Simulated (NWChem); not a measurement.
# InSiH4BrO (SMILES [SiH3][O][InH][Br]): levels of theory compared

We compute a comparison of 3 runs (HF/STO-3G, HF/3-21G, wB97X/def2-SVP) of InSiH4BrO. 

Program for the calculation: NWChem 7.3.0.

## Step 1: The structure to begin with

InSiH4BrO: 8 atoms, total charge 0, spin state singlet. SMILES: `[SiH3][O][InH][Br]`. Geometry: relaxed at PBE0-D4/def2-TZVP. This is one conformer, not always the lowest.

Bond lengths: Si1–O2 1.634 Å, O2–In3 1.967 Å, In3–Br4 2.458 Å, Si1–H5 1.490 Å, Si1–H6 1.487 Å, Si1–H7 1.490 Å, In3–H8 1.690 Å. Angles: Si1–O2–In3 135.8°, O2–In3–Br4 110.6°, O2–Si1–H5 111.5°, O2–Si1–H6 108.5°, O2–Si1–H7 111.5°, O2–In3–H8 122.6°, Br4–In3–H8 126.9°, H5–Si1–H6 108.7°, H5–Si1–H7 108.0°, H6–Si1–H7 108.6°.

## Step 2: Energy and forces at HF/STO-3G (run 1)

File calc.nw:

```
start calc
memory stack 880 mb heap 220 mb global 1100 mb

geometry noautosym nocenter noautoz
   Si   -0.599500    1.168300    0.587600
   O     0.750300    0.336200    0.192900
   In    1.141200   -1.381200   -0.682100
   Br   -0.942200   -2.513100   -1.330800
   H    -1.402300    1.511600   -0.620100
   H    -0.194500    2.429400    1.264200
   H    -1.470200    0.389600    1.512900
   H     2.717200   -1.940800   -0.924700
end

basis "ao basis" spherical bse
   * library STO-3G
end

scf
   singlet
   rhf
   thresh 1e-08
   maxiter 80
end

task scf gradient
```

Command:

```console
$ nwchem calc.nw > calc.out
```

Output:

```text
[...]
  functions       =    63
[...]
  wavefunction    = RHF
[...]
         Total SCF energy =  -8589.432641397376
      One-electron energy = -13532.105070097195
      Two-electron energy =   4144.536917895962
 Nuclear repulsion energy =    798.135510803858
        Time for solution =     11.1s
[...]
                         RHF ENERGY GRADIENTS
    atom               coordinates                        gradient
                 x          y          z           x          y          z
   1 Si     -1.132891   2.207767   1.110403    0.031737  -0.017369  -0.008174
   2 O       1.417861   0.635326   0.364528   -0.020169   0.048366   0.024388
   3 In      2.156555  -2.610090  -1.288982   -0.000285  -0.029631  -0.015221
   4 Br     -1.780500  -4.749070  -2.514847   -0.016623  -0.007737  -0.004521
   5 H      -2.649963   2.856510  -1.171819   -0.016716   0.006764  -0.026657
   6 H      -0.367552   4.590900   2.388992    0.009996   0.026738   0.014412
   7 H      -2.778275   0.736237   2.858966   -0.018145  -0.017677   0.019781
   8 H       5.134763  -3.667580  -1.747430    0.030205  -0.009454  -0.004007
[...]
```

Run time: 18 s. Hardware: 1 thread of AMD EPYC 7R13 (Zen 3), shared host; peak memory 0.099 GiB.

## Step 3: Energy and gradient at HF/3-21G (run 2)

File a.nw:

```
START a
TITLE "BrH4InOSi"
memory total 2200 mb

GEOMETRY units au noautosym nocenter noautoz
Si -1.13289081  2.20776703  1.11040307
O   1.41786151  0.63532592  0.36452817
In  2.15655545 -2.61008972 -1.28898219
Br -1.78049995 -4.74907072 -2.51484753
H  -2.64996294  2.85651001 -1.17181917
H  -0.36755173  4.59090065  2.38899177
H  -2.77827535  0.73623730  2.85896665
H   5.13476383 -3.66758046 -1.74742975
END

BASIS spherical bse
* library 3-21G
END

SCF
thresh 1e-08
maxiter 80
END

TASK scf gradient
```

Command:

```console
$ nwchem a.nw > a.out
```

Output:

```text
[...]
  functions       =    83
[...]
  wavefunction    = RHF
[...]
         Total SCF energy =  -8639.058605422220
      One-electron energy = -13561.782849327981
      Two-electron energy =   4124.588789730031
 Nuclear repulsion energy =    798.135454175730
        Time for solution =     11.3s
[...]
                         RHF ENERGY GRADIENTS
    atom               coordinates                        gradient
                 x          y          z           x          y          z
   1 Si     -1.132891   2.207767   1.110403    0.010642  -0.020582  -0.010311
   2 O       1.417862   0.635326   0.364528   -0.012757   0.032358   0.016325
   3 In      2.156555  -2.610090  -1.288982   -0.009696  -0.026722  -0.014017
   4 Br     -1.780500  -4.749071  -2.514848    0.018003   0.011054   0.006254
   5 H      -2.649963   2.856510  -1.171819    0.001465  -0.000513  -0.000664
   6 H      -0.367552   4.590901   2.388992    0.003950  -0.000719  -0.000249
   7 H      -2.778275   0.736237   2.858967    0.001458  -0.000845  -0.000015
   8 H       5.134764  -3.667580  -1.747430   -0.013064   0.005969   0.002678
[...]
```

It took 19 s on 1 thread of AMD EPYC 7R13 (Zen 3), shared host; peak memory 0.1 GiB.

## Step 4: Energy and gradient at wB97X/def2-SVP (core potential) (run 3)

File brh4inosi.nw:

```
start brh4inosi
title "BrH4InOSi"
memory 2200 mb

geometry units au noautosym nocenter noautoz
 Si -1.13289081  2.20776703  1.11040307
 O   1.41786151  0.63532592  0.36452817
 In  2.15655545 -2.61008972 -1.28898219
 Br -1.78049995 -4.74907072 -2.51484753
 H  -2.64996294  2.85651001 -1.17181917
 H  -0.36755173  4.59090065  2.38899177
 H  -2.77827535  0.73623730  2.85896665
 H   5.13476383 -3.66758046 -1.74742975
end

basis spherical bse
 Si library def2-SVP
 O library def2-SVP
 In library def2-SVP
 Br library def2-SVP
 H library def2-SVP
end

ecp bse
 In library def2-SVP
end

dft
 xc wb97x
 mult 1
 grid fine
 convergence energy 1e-08
 maxiter 100
 mulliken
 print medium
end

task dft gradient
```

Command:

```console
$ nwchem brh4inosi.nw > brh4inosi.out
```

Output:

```text
[...]
          Wavefunction type:  closed shell.
          No. of atoms     :     8
          No. of electrons :    82
[...]
          Charge           :     0
          Spin multiplicity:     1
[...]
          AO basis - number of functions:   110
[...]
              XC Information
              --------------
                       wb97x  Method XC Functional
                     Hartree-Fock (Exact) Exchange  1.000
                         wb97x Exchange Functional  1.000
                      wb97x Correlation Functional  1.000
[...]
 d= 0,ls=0.0,diis     1  -3130.9655717875 -3.58D+03  1.14D-02  8.78D-01     7.8
[...]
 d= 0,ls=0.0,diis    10  -3131.0738895539 -2.95D-09  3.07D-07  1.62D-09    76.8
         Total DFT energy =    -3131.073889553907
      One electron energy =    -5312.360927703523
           Coulomb energy =     1875.513681987744
    Exchange-Corr. energy =     -139.203532038118
 Nuclear repulsion energy =      444.976888199990
[...]
      Total Density - Mulliken Population Analysis
     ---------------------------------------------
    Atom       Charge   Shell Charges
 -----------   ------   -------------------------------------------------------
    1 Si  14    13.38   2.00  1.98  0.98  0.14  5.93  1.26  0.79  0.30
    2 O    8     8.64   1.99  1.06  0.71  2.87  2.01  0.01
    3 In  21    20.26  -0.60  2.60  0.83  0.16  2.78  3.23  0.92  0.19  9.66  0.50
    4 Br  35    35.27   2.00  2.00  1.99  1.40  0.54  6.00  5.98  2.37  2.98  8.20  1.74  0.08
    5 H    1     1.13   0.74  0.38  0.01
    6 H    1     1.12   0.74  0.37  0.01
    7 H    1     1.13   0.74  0.38  0.01
    8 H    1     1.06   0.66  0.39  0.01
[...]
  wavefunction    = closed shell
[...]
                         DFT ENERGY GRADIENTS
    atom               coordinates                        gradient
                 x          y          z           x          y          z
   1 Si     -1.132891   2.207767   1.110403    0.008089  -0.007195  -0.003481
   2 O       1.417862   0.635326   0.364528   -0.009540   0.002387   0.000964
   3 In      2.156555  -2.610090  -1.288982   -0.003777   0.003922   0.001966
   4 Br     -1.780500  -4.749071  -2.514848    0.002730   0.001765   0.000981
   5 H      -2.649963   2.856510  -1.171819    0.001489  -0.000739   0.001748
   6 H      -0.367552   4.590901   2.388992    0.000465  -0.001850  -0.000944
   7 H      -2.778275   0.736237   2.858967    0.001627   0.001013  -0.001546
   8 H       5.134764  -3.667580  -1.747430   -0.001083   0.000698   0.000312
[...]
```

It took 1.9 min on 1 thread of AMD EPYC 7R13 (Zen 3), shared host; peak memory 0.15 GiB.

## Step 5: All runs side by side

| run | level | iteration cap | module | energy (Eh) | dipole moment (D) | HOMO energy (eV) | LUMO energy (eV) | wall time |
| --- | --- | --- | --- | --- | --- | --- | --- | --- |
| 1 | HF/STO-3G | 80 | scf | -8589.432641 | 2.28 | -7.64 | 5.60 | 18 s |
| 2 | HF/3-21G | 80 | scf | -8639.058605 | 2.37 | -11.05 | 0.87 | 19 s |
| 3 | wB97X/def2-SVP (core potential) | 100 | dft | -3131.073890 | 2.33 | -10.61 | 0.11 | 1.9 min |

## Step 6: Summary of results

| quantity | value |
| --- | --- |
| run 3: total energy | -3131.07389 Eh |
| run 3: dipole moment | 2.33 D |
| run 3: HOMO energy | -10.61 eV |
| run 3: LUMO energy | 0.11 eV |
| run 3: HOMO–LUMO gap | 10.72 eV |
| run 3: largest force on an atom | 0.585 eV/Å |

In words: The dipole moment (its size) runs from 2.28 D (HF/STO-3G) to 2.37 D (HF/3-21G). The HOMO–LUMO gap runs from 10.72 eV (wB97X/def2-SVP) to 13.23 eV (HF/STO-3G). The two ends differ in method and basis and core potential. Some runs of one species differ in core potentials or relativity; totals across that change don't compare. In run 1 the basis is minimal, so the values are rough. In runs 1, 2 relativity is left out where basis or elements ask for it. All runs together took 2.5 min, the longest 1.9 min.
